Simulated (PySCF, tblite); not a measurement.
# C₄H₉BO₂Si: geometry, infrared bands and NMR shifts

What infrared bands and NMR shifts should C₄H₉BO₂Si (`C[SiH2]C1=CO[BH2-][O+]=C1`) show?

The runs use tblite 0.8.0 and PySCF 2.14.0, with density-fitted response routines of our own; the level of theory stands in each step. All values are computed, except where a source is named. Atoms are numbered from 0 throughout.

**1. The starting structure**

17 atoms, charge 0, multiplicity 1; geometry from: force field or distance geometry start.

Bonds of the start (Å): C0–Si1 1.85, Si1–C2 1.87, C2–C3 1.33, C3–O4 1.39, O4–B5 1.48, B5–O6 1.48, O6–C7 1.25, C7–C2 1.46, C0–H8 1.11, C0–H9 1.11, C0–H10 1.10, Si1–H11 1.48, Si1–H12 1.46, C3–H13 1.10, B5–H14 1.22, B5–H15 1.21, C7–H16 1.09.

**2. Optimising the geometry with GFN2-xTB**

Job settings and geometry (Å):

```
{"job": {"kind": "relax", "xc": "GFN2-xTB", "basis": "xTB"}, "charge": 0, "multiplicity": 1}
C     -2.717600     0.441900     0.200300
Si    -1.510300    -0.960200     0.149100
C      0.256100    -0.358300     0.194300
C      1.024200    -0.449000    -0.885900
O      2.330300     0.010300    -0.806000
B      2.856800     0.622300     0.432000
O      1.874200     0.668400     1.534800
C      0.706300     0.236500     1.448900
H     -2.434000     1.218900     0.938800
H     -3.694000     0.024000     0.514200
H     -2.822600     0.930400    -0.784700
H     -1.774600    -1.904000     1.263900
H     -1.752100    -1.717800    -1.079900
H      0.618900    -0.912600    -1.795000
H      3.101500     1.793900     0.200000
H      3.861400     0.045300     0.786000
H      0.068500     0.322200     2.329000
```

Command:

```
$ OMP_NUM_THREADS=1 python probes_run.py task.json out
```

One launch serves the whole session: the jobs run in the order shown.

**Question.** This job is followed by: GFN2-xTB harmonic vibrations, gas phase; GIAO PBE0/pcSseg-1 NMR shielding, non-relativistic, gas phase. Predict these results of the whole session: strongest single infrared mode (GFN2-xTB); zero-point energy (GFN2-xTB); 13C shifts against TMS (PBE0/pcSseg-1, means over atoms taken as alike); 1H shifts against TMS (PBE0/pcSseg-1, means over atoms taken as alike); 29Si shifts against TMS (PBE0/pcSseg-1); 17O shifts against H2O (PBE0/pcSseg-1, means over atoms taken as alike); 11B shifts against BF3·OEt2 (PBE0/pcSseg-1).

The runs gave:

| quantity | value |
| --- | --- |
| strongest single infrared mode (GFN2-xTB) | 1637 cm⁻¹, 843 km/mol |
| zero-point energy (GFN2-xTB) | 75.8 kcal/mol |
| 13C shifts against TMS (PBE0/pcSseg-1, means over atoms taken as alike) | 191.7, 102.8, -2.9 ppm |
| 1H shifts against TMS (PBE0/pcSseg-1, means over atoms taken as alike) | 7.70, 4.36, 4.24, 0.24 ppm |
| 29Si shifts against TMS (PBE0/pcSseg-1) | -46.4 ppm |
| 17O shifts against H2O (PBE0/pcSseg-1, means over atoms taken as alike) | 295.9 ppm |
| 11B shifts against BF3·OEt2 (PBE0/pcSseg-1) | 2.7 ppm |

**Reading.** Relaxing lowered the energy by 0.794 eV in 65 steps; the close pair that moved most is C3–O4, from 1.387 to 1.259 Å. All 45 modes are real, so the xTB geometry is a minimum. The strongest single mode, at 1637 cm⁻¹, is carried by C3, C7, O6, O4. Unscaled tight-binding wavenumbers are off by several per cent, some by more. Its intensities can rank the bands wrongly. C3, C7 (mean) (alkene carbon bearing oxygen) lies farthest downfield among carbon, at 191.7 ppm; an sp2 carbon further deshielded by the attached heteroatom. The most deshielded hydrogen is H13, H16 (mean) (hydrogen on an alkene carbon bearing oxygen), at 7.70 ppm: attached to an sp2 carbon and in the plane of the double bond. At PBE0/pcSseg-1: The largest span, 552 ppm, is at O4, O6, where the paramagnetic term is -356 ppm.
